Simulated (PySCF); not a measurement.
# In2H4F2 ((H2In-mu-F)2): levels of theory compared

Wanted: a comparison of 3 runs (CAM-B3LYP/STO-3G, M06-2X/def2-SVP, MP2/def2-TZVP) of In2H4F2 ((H2In-mu-F)2). 

The calculation is run with PySCF 2.14.0.

## 1. The system as given

The species is In2H4F2 (8 atoms), meant as a singlet with charge 0. The shape comes from GFN2-xTB, which is rough for such elements, and wasn't checked as a minimum.

Bond lengths: In1–F4 2.233 Å, F4–In5 2.226 Å, In1–F8 2.226 Å, In5–F8 2.232 Å, In1–H2 1.675 Å, In1–H3 1.674 Å, In5–H6 1.675 Å, In5–H7 1.675 Å. Some angles: In1–F4–In5 104.7°, F4–In1–F8 75.3°, F4–In5–F8 75.3°, In1–F8–In5 104.7°, H2–In1–F4 104.8°, H2–In1–F8 105.0°, H3–In1–F4 104.7°, H3–In1–F8 104.9°, F4–In5–H6 104.8°, F4–In5–H7 105.0°.

## 2. Energy and gradient at CAM-B3LYP/STO-3G (run 1)

run.py

```python
from pyscf import gto, dft

mol = gto.M(
    atom=[
    ('In', (0.100080, -1.092010, -1.383140)),
    ('H', (0.962130, -0.349860, -2.612840)),
    ('H', (-0.710960, -2.506530, -1.002920)),
    ('F', (-1.149150, 0.533250, -0.498600)),
    ('In', (-0.100610, 1.091530, 1.383930)),
    ('H', (-0.966050, 0.328380, 2.598460)),
    ('H', (0.705720, 2.515210, 1.025580)),
    ('F', (1.158820, -0.519960, 0.489530)),
],
    charge=0,
    basis='sto-3g',
    verbose=3,
    max_memory=1860,
)

myscf = dft.RKS(mol, xc='cam-b3lyp')
myscf.conv_tol = 1e-10
myscf.grids.level = 5
myscf.kernel()
if not myscf.converged:
    myscf = myscf.newton().run(myscf.mo_coeff, myscf.mo_occ)

e_tot = myscf.e_tot
print('Final energy', e_tot)
grad = myscf.nuc_grad_method().kernel()
myscf.analyze()
```

Run with:

```console
$ OMP_NUM_THREADS=1 python run.py
```

The program printed:

```text
converged SCF energy = -11569.3059356843
Final energy -11569.305935684264
--------------- RKS gradients ---------------
         x                y                z
0 In     0.0034594455    -0.0343769820    -0.0426274549
1 H     0.0222897664     0.0193883596    -0.0317114299
2 H    -0.0210166586    -0.0363665354     0.0100414726
3 F    -0.0463766580     0.0217482518    -0.0198033119
4 In    -0.0036821536     0.0340617219     0.0428873689
5 H    -0.0223770647    -0.0200053816     0.0312329909
6 H     0.0209581255     0.0367368458    -0.0094692306
7 F     0.0467466009    -0.0211809383     0.0194545827
----------------------------------------------
**** MO energy ****
MO #1   energy= -976.671587313741  occ= 2
MO #2   energy= -976.671534576882  occ= 2
MO #3   energy= -141.831346430166  occ= 2
MO #4   energy= -141.831090729871  occ= 2
MO #5   energy= -134.680812352408  occ= 2
MO #6   energy= -134.680757857149  occ= 2
MO #7   energy= -134.680488438235  occ= 2
MO #8   energy= -134.680433857229  occ= 2
MO #9   energy= -134.680087780262  occ= 2
MO #10  energy= -134.680032958107  occ= 2
MO #11  energy= -25.8293488844242  occ= 2
MO #12  energy= -25.8284743530613  occ= 2
MO #13  energy= -24.3782536910361  occ= 2
MO #14  energy= -24.3779067673228  occ= 2
MO #15  energy= -23.1825756095596  occ= 2
MO #16  energy= -23.1825031589283  occ= 2
MO #17  energy= -23.1802067092289  occ= 2
MO #18  energy= -23.1797423481372  occ= 2
MO #19  energy= -23.1790297479992  occ= 2
MO #20  energy= -23.1788131567367  occ= 2
MO #21  energy= -15.5351253022053  occ= 2
MO #22  energy= -15.535077136529   occ= 2
MO #23  energy= -15.534727138843   occ= 2
MO #24  energy= -15.534680388776   occ= 2
MO #25  energy= -15.5332104974322  occ= 2
MO #26  energy= -15.5331611148143  occ= 2
MO #27  energy= -15.5314444893917  occ= 2
MO #28  energy= -15.5314299663762  occ= 2
MO #29  energy= -15.5313974134924  occ= 2
MO #30  energy= -15.5313827021844  occ= 2
MO #31  energy= -3.62900832090854  occ= 2
MO #32  energy= -3.62888123515569  occ= 2
MO #33  energy= -2.57693699675267  occ= 2
MO #34  energy= -2.57690966278037  occ= 2
MO #35  energy= -2.57113868341072  occ= 2
MO #36  energy= -2.57104163440631  occ= 2
MO #37  energy= -2.56878155311417  occ= 2
MO #38  energy= -2.56873311383185  occ= 2
MO #39  energy= -1.09477148144983  occ= 2
MO #40  energy= -1.08076472785817  occ= 2
MO #41  energy= -0.421628844609514 occ= 2
MO #42  energy= -0.40765161153376  occ= 2
MO #43  energy= -0.369990741248286 occ= 2
MO #44  energy= -0.354570456738688 occ= 2
MO #45  energy= -0.354038890579219 occ= 2
MO #46  energy= -0.353220747947426 occ= 2
MO #47  energy= -0.349532642326777 occ= 2
MO #48  energy= -0.328744443349843 occ= 2
MO #49  energy= -0.323824331786744 occ= 2
MO #50  energy= -0.322263154040374 occ= 2
MO #51  energy= -0.32167361740344  occ= 2
MO #52  energy= -0.321310079661457 occ= 2
MO #53  energy= -0.308545186115815 occ= 2
MO #54  energy= -0.292064309175908 occ= 2
MO #55  energy= -0.267522581035816 occ= 2
MO #56  energy= -0.264611674729687 occ= 2
MO #57  energy= -0.254450621981601 occ= 2
MO #58  energy= -0.246346489055129 occ= 2
MO #59  energy= -0.244520537866387 occ= 2
MO #60  energy= -0.226633368821668 occ= 2
MO #61  energy= 0.148319830137544  occ= 0
MO #62  energy= 0.217833439451574  occ= 0
MO #63  energy= 0.22509184487237   occ= 0
MO #64  energy= 0.29457892377533   occ= 0
MO #65  energy= 0.29527533792566   occ= 0
MO #66  energy= 0.324972206343217  occ= 0
MO #67  energy= 0.510148154422151  occ= 0
MO #68  energy= 0.548402829334817  occ= 0
 ** Mulliken atomic charges  **
charge of    0In =      0.37948
charge of    1H =     -0.11201
charge of    2H =     -0.11211
charge of    3F =     -0.15539
charge of    4In =      0.37951
charge of    5H =     -0.11219
charge of    6H =     -0.11194
charge of    7F =     -0.15536
Dipole moment(X, Y, Z, Debye):  0.00289,  0.00468, -0.00104
```

It took 2 min on 1 thread of Intel Xeon at 2.50GHz (Skylake/Cascade Lake), shared host; peak memory 0.67 GiB.

## 3. Energy and gradient at M06-2X/def2-SVP (core potential) (run 2)

run.py

```python
# (H2In-mu-F)2
from pyscf import gto, dft

system = gto.M(
    atom='''
In   0.100080  -1.092010  -1.383140
H    0.962130  -0.349860  -2.612840
H   -0.710960  -2.506530  -1.002920
F   -1.149150   0.533250  -0.498600
In  -0.100610   1.091530   1.383930
H   -0.966050   0.328380   2.598460
H    0.705720   2.515210   1.025580
F    1.158820  -0.519960   0.489530
''',
    spin=0,
    verbose=4,
    ecp={'In': 'def2-svp'},
    basis='def2-svp',
    max_memory=1860,
)

mf = dft.RKS(system)
mf.xc = 'm06-2x'
mf.conv_tol = 1e-10
mf.grids.level = 5
mf.kernel()
if not mf.converged:
    mf = mf.newton().run(mf.mo_coeff, mf.mo_occ)

e_final = mf.e_tot
print(f'total energy: {e_final:.8f} hartree')
grad = mf.nuc_grad_method().kernel()
mf.analyze()
```

Run with:

```console
$ OMP_NUM_THREADS=1 python run.py
```

The program printed:

```text
PySCF version 2.14.0

[... 97 lines left out ...]
DFT Exchange-Correlation Energy =      -55.764176352672230
[... 11 lines left out ...]
MO #10  energy= -3.2654946770605   occ= 2
[... 9 lines left out ...]
MO #20  energy= -0.886340524952183 occ= 2
[... 9 lines left out ...]
MO #30  energy= -0.403625594058251 occ= 2
[... 9 lines left out ...]
MO #40  energy= 0.149293496246511  occ= 0
[... 9 lines left out ...]
MO #50  energy= 0.363765688379809  occ= 0
[... 9 lines left out ...]
MO #60  energy= 0.780306856444213  occ= 0
[... 9 lines left out ...]
MO #70  energy= 1.5532203148574    occ= 0
[... 9 lines left out ...]
MO #80  energy= 1.88776648271326   occ= 0
[... 9 lines left out ...]
MO #90  energy= 3.24863822390867   occ= 0
[... 9 lines left out ...]
MO #100 energy= 61.0388285368677   occ= 0
[... 72 lines left out ...]
pop of  4 In 4dx2-y2      1.99831
pop of  4 In 5dxy         0.16522
pop of  4 In 5dyz         0.19027
pop of  4 In 5dz^2        0.16602
pop of  4 In 5dxz         0.21795
pop of  4 In 5dx2-y2      0.01126
pop of  5 H 1s            1.47557
pop of  5 H 2s            0.01321
pop of  5 H 2px           0.01474
pop of  5 H 2py           0.01380
pop of  5 H 2pz           0.01220
pop of  6 H 1s            1.46639
pop of  6 H 2s            0.01442
pop of  6 H 2px           0.01258
pop of  6 H 2py           0.01079
pop of  6 H 2pz           0.01111
pop of  7 F 1s            1.99996
pop of  7 F 2s            1.96483
pop of  7 F 3s            0.02135
pop of  7 F 2px           1.94463
pop of  7 F 2py           1.93703
pop of  7 F 2pz           1.91223
pop of  7 F 3px           0.01971
pop of  7 F 3py           0.01717
pop of  7 F 3pz           0.01828
pop of  7 F 3dxy          0.00087
pop of  7 F 3dyz          0.00063
pop of  7 F 3dz^2         0.00090
pop of  7 F 3dxz          0.00111
pop of  7 F 3dx2-y2       0.00077
 ** Mulliken atomic charges  **
charge of    0In =      1.88533
charge of    1H =     -0.52990
charge of    2H =     -0.51605
charge of    3F =     -0.83949
charge of    4In =      1.88438
charge of    5H =     -0.52952
charge of    6H =     -0.51529
charge of    7F =     -0.83947
Dipole moment(X, Y, Z, Debye): -0.00942, -0.01267,  0.01049
```

Wall time 1.9 min (1 thread of Intel Xeon at 2.50GHz (Skylake/Cascade Lake), shared host); peak memory 0.99 GiB.

## 4. Energy and forces at MP2/def2-TZVP (core potential) (run 3)

input.xyz

```xyz
8

In     0.100080    -1.092010    -1.383140
H      0.962130    -0.349860    -2.612840
H     -0.710960    -2.506530    -1.002920
F     -1.149150     0.533250    -0.498600
In    -0.100610     1.091530     1.383930
H     -0.966050     0.328380     2.598460
H      0.705720     2.515210     1.025580
F      1.158820    -0.519960     0.489530
```

input.py

```python
from pyscf import gto, mp

system = gto.Mole()
system.atom = 'input.xyz'
system.verbose = 3
system.basis = 'def2-tzvp'
system.ecp = {'In': 'def2-svp'}
system.max_memory = 1860
system.build()

mf = system.RHF()
mf.conv_tol = 1e-10
mf.kernel()
if not mf.converged:
    mf = mf.newton().run(mf.mo_coeff, mf.mo_occ)

pt = mp.MP2(mf, frozen=10).run()
e_final = pt.e_tot
print('Final energy', e_final)
grad = pt.nuc_grad_method().kernel()
mf.analyze()
```

Run with:

```console
$ OMP_NUM_THREADS=1 python input.py
```

The program printed:

```text
converged SCF energy = -579.794193618325
[... 21 lines left out ...]
MO #10  energy= -3.64793111933391  occ= 2
[... 15 lines left out ...]
MO #26  energy= -0.596603893044164 occ= 2
[... 15 lines left out ...]
MO #42  energy= 0.189834905302211  occ= 0
[... 15 lines left out ...]
MO #58  energy= 0.480415083397014  occ= 0
[... 15 lines left out ...]
MO #74  energy= 0.883211026547937  occ= 0
[... 15 lines left out ...]
MO #90  energy= 1.17236629657514   occ= 0
[... 15 lines left out ...]
MO #106 energy= 2.05644657748603   occ= 0
[... 15 lines left out ...]
MO #122 energy= 2.59822875109587   occ= 0
[... 15 lines left out ...]
MO #138 energy= 3.11773493130945   occ= 0
[... 15 lines left out ...]
MO #154 energy= 7.44203497925926   occ= 0
[... 15 lines left out ...]
MO #170 energy= 9.08467328143919   occ= 0
[... 15 lines left out ...]
MO #186 energy= 125.680593639805   occ= 0
[... 9 lines left out ...]
Dipole moment(X, Y, Z, Debye): -0.01011, -0.01367,  0.01138
```

It took 11 min on 1 thread of Intel Xeon at 2.50GHz (Skylake/Cascade Lake), shared host; peak memory 2.7 GiB.

## 5. All runs side by side

```tsv
run	level	core potential	integration grid	energy (Eh)	dipole moment (D) of the reference	HOMO energy (eV)	LUMO energy (eV)	wall time
1	CAM-B3LYP/STO-3G	–	5	-11569.305936	0.01	-6.17	4.04	2 min
2	M06-2X/def2-SVP (core potential)	def2-svp	5	-582.051310	0.02	-9.73	-0.42	1.9 min
3	MP2/def2-TZVP (core potential)	def2-svp	–	-580.879821	0.02	-11.78	1.19	11 min
```

## 6. What came out

| quantity | value |
| --- | --- |
| run 3: total energy | -580.87982 Eh |
| run 3: dipole moment (Hartree–Fock density) | 0.02 D |
| run 3: HOMO energy (Hartree–Fock orbitals) | -11.78 eV |
| run 3: LUMO energy (Hartree–Fock orbitals) | 1.19 eV |
| run 3: HOMO–LUMO gap (Hartree–Fock orbitals) | 12.97 eV |
| run 3: correlation energy (10 core orbitals frozen) | -1085.6 mEh |
| run 3: largest force on an atom | 1.386 eV/Å |

What this shows: Totals of different functionals can't be ranked against each other. Some runs of one species differ in core potentials or relativity; totals across that change don't compare. In run 1 the basis is minimal, so the values are rough. In run 1 relativity is left out where basis or elements ask for it. All runs together took 15 min, the longest 11 min.
